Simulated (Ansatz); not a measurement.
# Bi2Se3: the cost of one run

Program: Ansatz 0.2.0. Level of theory: DFT PBEsol, scalar-relativistic, plane waves, PAW. These are calculated values, not measurements.

4 further runs of the same task are left out: 4 set aside as unsound or not needed.

## 1. The starting structure

The structure is trigonal, space group R-3m (No. 166). Conventional cell: a = 4.187 Å, b = 4.187 Å, c = 31.302 Å, α = 90.00°, β = 90.00°, γ = 120.00°. Bi (site symmetry 3m) is surrounded by 6 Se at 2.88 to 3.11 Å. Se (site symmetry -3m) is surrounded by 6 Bi at 3.11 Å. Around Se (site symmetry 3m) lie 3 Bi at 2.88 Å.

As a file:

```cif
data_structure
_symmetry_space_group_name_H-M 'P 1'
_symmetry_Int_Tables_number 1
_cell_length_a 10.7104
_cell_length_b 10.7104
_cell_length_c 10.7104
_cell_angle_alpha 22.545
_cell_angle_beta 22.545
_cell_angle_gamma 22.545
_cell_volume 158.44
loop_
_atom_site_label
_atom_site_type_symbol
_atom_site_fract_x
_atom_site_fract_y
_atom_site_fract_z
_atom_site_occupancy
Bi1 Bi 0.39559 0.39559 0.39559 1
Bi2 Bi 0.60441 0.60441 0.60441 1
Se1 Se 0.00000 0.00000 0.00000 1
Se2 Se 0.22103 0.22103 0.22103 1
Se3 Se 0.77897 0.77897 0.77897 1
```

This cell was relaxed beforehand with the same method: volume 31.69 Å³/atom, gap on the mesh 0.69 eV.

## 2. Relaxing with PBEsol

Input file input.yaml:

```yaml
crystal:
  lattice:
    - [2.0936564897, 1.2087731379, 10.4340295099]
    - [-2.0936564897, 1.2087731379, 10.4340295099]
    - [0.0, -2.4175462758, 10.4340295099]
  atoms:
    - { symbol: Bi, position: [0.3955941733, 0.3955941733, 0.3955941733] }
    - { symbol: Bi, position: [0.6044058267, 0.6044058267, 0.6044058267] }
    - { symbol: Se, position: [0.0, 0.0, 0.0] }
    - { symbol: Se, position: [0.2210304522, 0.2210304522, 0.2210304522] }
    - { symbol: Se, position: [0.7789695478, 0.7789695478, 0.7789695478] }
basis:
  ecutwfc: 420
kpoints:
  mp_grid: { grid: [6, 6, 6] }
hamiltonian:
  xc: pbesol
scf:
  occupations: { method: gaussian, width: 0.02 }
output:
  forces: true
  stress: true
  eigenvalues: true
relax:
  adjacent_minimum: "off"
  f_tol: 0.005
  max_steps: 50
  cell: { stress_tol: 0.05 }
```

Command:

```
ansatz run input.yaml --threads 2 --pin off --max-ram 5120MiB --backend cpu --events-out ev --progress --plain --runs-dir out
```

Q: Estimate wall time and peak memory on 2 threads of AMD EPYC 9R45 (Zen 5), shared host.

About 24 s, with a peak of 0.62 GiB.
